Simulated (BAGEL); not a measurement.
**quartet SiSCl3 at 3 levels**

Wanted: a comparison of 3 runs (UHF/STO-3G, UHF/3-21G, UHF/6-31G*) of quartet SiSCl3. 

The calculation is run with BAGEL 1.2.2.

## 1. Starting point

SiSCl3: 5 atoms, total charge 0, spin state quartet. SMILES of the parent species: `[S][Si](Cl)(Cl)Cl`. The coordinates come from a PBE0-D4/def2-TZVP relaxation. That shape belongs to the parent species and isn't relaxed for this state.

Bond lengths: S1–Si2 2.097 Å, Si2–Cl3 2.032 Å, Si2–Cl4 2.029 Å, Si2–Cl5 2.029 Å. Angles: S1–Si2–Cl3 104.2°, S1–Si2–Cl4 112.6°, S1–Si2–Cl5 112.6°, Cl3–Si2–Cl4 110.0°, Cl3–Si2–Cl5 110.0°, Cl4–Si2–Cl5 107.4°.

## 2. The energy at UHF/STO-3G (density fitting with qzvpp-jkfit) (run 1)

input.json

```json
{ "bagel" : [

{
  "title" : "molecule",
  "basis" : "sto-3g",
  "df_basis" : "qzvpp-jkfit",
  "angstrom" : true,
  "geometry" : [
    { "atom" : "S", "xyz" : [   -0.957700,   -0.126000,    1.840700 ] },
    { "atom" : "Si", "xyz" : [   -0.006600,    0.003700,   -0.023700 ] },
    { "atom" : "Cl", "xyz" : [    1.606400,   -1.219400,    0.152100 ] },
    { "atom" : "Cl", "xyz" : [   -1.189600,   -0.622700,   -1.548800 ] },
    { "atom" : "Cl", "xyz" : [    0.597500,    1.890800,   -0.461700 ] }
  ]
},
{ "title" : "uhf", "nopen" : 3 },
{ "title" : "print", "file" : "orbitals.molden", "orbitals" : true }

]}
```

Launch:

```
$ BAGEL_NUM_THREADS=1 BAGEL input.json > input.out
```

The program printed:

```text
* using 1 threads per process

  ===============================================================
  ===============================================================

  *** Geometry ***

  { "atom" : "S", "xyz" : [     -1.809791,     -0.238105,      3.478419 ] },
  { "atom" : "Si", "xyz" : [     -0.012472,      0.006992,     -0.044787 ] },
  { "atom" : "Cl", "xyz" : [      3.035656,     -2.304332,      0.287427 ] },
  { "atom" : "Cl", "xyz" : [     -2.248018,     -1.176732,     -2.926808 ] },
  { "atom" : "Cl", "xyz" : [      1.129111,      3.573094,     -0.872487 ] },

  Number of auxiliary basis functions:      640

  Since a DF basis is specified, we compute 2- and 3-index integrals:
    o Being stored without compression. Storage requirement is 0.010 GB

  Number of basis functions:       45
  Number of electrons      :       81

    * METHOD: MOLECULE                             0.25

  *** Open-shell HF ***

  === Nuclear Repulsion ===
   509.3562291418

      * DIIS with orbital gradients will be used.

  === UHF iteration (sto-3g) ===
      0      -2042.35299556          0.01580833           0.13
      1      -2042.46777941          0.00290937           0.12
      2      -2042.47744496          0.00104495           0.11
[... 14 lines of this table left out ...]
     17      -2042.48496458          0.00000001           0.12
    * SCF iteration converged.

    * S^2 (UHF) is 3.7589

    * Permanent dipole moment:
           (    1.152191,     0.184400,    -2.321854) a.u.

    * METHOD: UHF                                  2.36

    * METHOD: PRINT                                0.00

  ===============================================================
```

It took 2.8 s on 1 thread of Intel Xeon 6975P-C (Granite Rapids), shared host; peak memory 0.11 GiB.

## 3. A single-point energy at UHF/3-21G (density fitting with qzvpp-jkfit) (run 2)

calc.json

```json
{ "bagel" : [

{
  "title" : "molecule",
  "basis" : "3-21g",
  "df_basis" : "qzvpp-jkfit",
  "angstrom" : true,
  "geometry" : [
    { "atom" : "S", "xyz" : [   -0.957700,   -0.126000,    1.840700 ] },
    { "atom" : "Si", "xyz" : [   -0.006600,    0.003700,   -0.023700 ] },
    { "atom" : "Cl", "xyz" : [    1.606400,   -1.219400,    0.152100 ] },
    { "atom" : "Cl", "xyz" : [   -1.189600,   -0.622700,   -1.548800 ] },
    { "atom" : "Cl", "xyz" : [    0.597500,    1.890800,   -0.461700 ] }
  ]
},
{
  "title" : "uhf",
  "nopen" : 3
},
{
  "title" : "print",
  "file" : "orbitals.molden",
  "orbitals" : true
}

]}
```

Launch:

```
$ BAGEL_NUM_THREADS=1 BAGEL calc.json > calc.out
```

The program printed:

```text
* using 1 threads per process

  ===============================================================
  ===============================================================

  *** Geometry ***

  { "atom" : "S", "xyz" : [     -1.809791,     -0.238105,      3.478419 ] },
  { "atom" : "Si", "xyz" : [     -0.012472,      0.006992,     -0.044787 ] },
  { "atom" : "Cl", "xyz" : [      3.035656,     -2.304332,      0.287427 ] },
  { "atom" : "Cl", "xyz" : [     -2.248018,     -1.176732,     -2.926808 ] },
  { "atom" : "Cl", "xyz" : [      1.129111,      3.573094,     -0.872487 ] },

  Number of auxiliary basis functions:      640

  Since a DF basis is specified, we compute 2- and 3-index integrals:
    o Being stored without compression. Storage requirement is 0.022 GB

  Number of basis functions:       65
  Number of electrons      :       81

    * METHOD: MOLECULE                             0.26

  *** Open-shell HF ***

  === Nuclear Repulsion ===
   509.3562291418

      * DIIS with orbital gradients will be used.

  === UHF iteration (3-21g) ===
      0      -2054.60758396          0.01808340           0.19
      1      -2054.71883674          0.00925978           0.19
      2      -2054.74384149          0.00356797           0.19
[... 20 lines of this table left out ...]
     23      -2054.75644028          0.00000001           0.19
    * SCF iteration converged.

    * S^2 (UHF) is 3.7587

    * Permanent dipole moment:
           (    0.809215,     0.191496,    -1.774429) a.u.

    * METHOD: UHF                                  4.84

    * METHOD: PRINT                                0.00

  ===============================================================
```

Wall time 5.4 s (1 thread of Intel Xeon 6975P-C (Granite Rapids), shared host); peak memory 0.14 GiB.

## 4. The energy at UHF/6-31G(d) (density fitting with qzvpp-jkfit, spherical functions) (run 3)

calc.json

```json
{ "bagel": [

{
  "title": "molecule",
  "basis": "6-31gs.json",
  "df_basis": "qzvpp-jkfit",
  "angstrom": true,
  "geometry": [
    { "atom": "S", "xyz": [      -0.957700,      -0.126000,       1.840700 ] },
    { "atom": "Si", "xyz": [      -0.006600,       0.003700,      -0.023700 ] },
    { "atom": "Cl", "xyz": [       1.606400,      -1.219400,       0.152100 ] },
    { "atom": "Cl", "xyz": [      -1.189600,      -0.622700,      -1.548800 ] },
    { "atom": "Cl", "xyz": [       0.597500,       1.890800,      -0.461700 ] }
  ]
},

{
  "title": "uhf",
  "nopen": 3
},

{
  "title": "print",
  "file": "orbitals.molden",
  "orbitals": true
}

]}
```

The basis set 6-31G* is read from a file made from the Basis Set Exchange's data (not shown).

Launch:

```
$ BAGEL_NUM_THREADS=1 BAGEL calc.json > calc.out
```

The program printed:

```text
* using 1 threads per process

  ===============================================================
  ===============================================================

  *** Geometry ***

  { "atom" : "S", "xyz" : [     -1.809791,     -0.238105,      3.478419 ] },
  { "atom" : "Si", "xyz" : [     -0.012472,      0.006992,     -0.044787 ] },
  { "atom" : "Cl", "xyz" : [      3.035656,     -2.304332,      0.287427 ] },
  { "atom" : "Cl", "xyz" : [     -2.248018,     -1.176732,     -2.926808 ] },
  { "atom" : "Cl", "xyz" : [      1.129111,      3.573094,     -0.872487 ] },

  Number of auxiliary basis functions:      640

  Since a DF basis is specified, we compute 2- and 3-index integrals:
    o Being stored without compression. Storage requirement is 0.041 GB

  Number of basis functions:       90
  Number of electrons      :       81

    * METHOD: MOLECULE                             0.37

  *** Open-shell HF ***

  === Nuclear Repulsion ===
   509.3562291418

      * DIIS with orbital gradients will be used.

  === UHF iteration (6-31gs.json) ===
      0      -2064.63123950          0.01756199           0.31
      1      -2064.74723341          0.01089195           0.27
      2      -2064.78314413          0.00554244           0.31
[... 23 lines of this table left out ...]
     26      -2064.80490011          0.00000001           0.28
    * SCF iteration converged.

    * S^2 (UHF) is 3.7629

    * Permanent dipole moment:
           (    0.562047,     0.233768,    -1.466001) a.u.

    * METHOD: UHF                                  7.79

    * METHOD: PRINT                                0.01

  ===============================================================
```

Wall time 8.4 s (1 thread of Intel Xeon 6975P-C (Granite Rapids), shared host); peak memory 0.19 GiB.

## 5. Overview of the runs

| run | level | energy (Eh) | dipole moment (D) | ⟨S²⟩ | wall time |
| --- | --- | --- | --- | --- | --- |
| 1 | UHF/STO-3G (density fitting with qzvpp-jkfit) | -2042.484965 | 6.60 | 3.759 | 2.8 s |
| 2 | UHF/3-21G (density fitting with qzvpp-jkfit) | -2054.756440 | 4.98 | 3.759 | 5.4 s |
| 3 | UHF/6-31G* (density fitting with qzvpp-jkfit, spherical functions) | -2064.804900 | 4.03 | 3.763 | 8.4 s |

## 6. Results

| quantity | value |
| --- | --- |
| run 3: total energy | -2064.80490 Eh |
| run 3: dipole moment | 4.03 D |
| run 3: ⟨S²⟩ | 3.763 |

The dipole moment (its size) runs from 4.03 D (UHF/6-31G*) to 6.60 D (UHF/STO-3G). In run 1 the basis is minimal, so the values are rough. All runs together took 17 s, the longest 8.4 s.
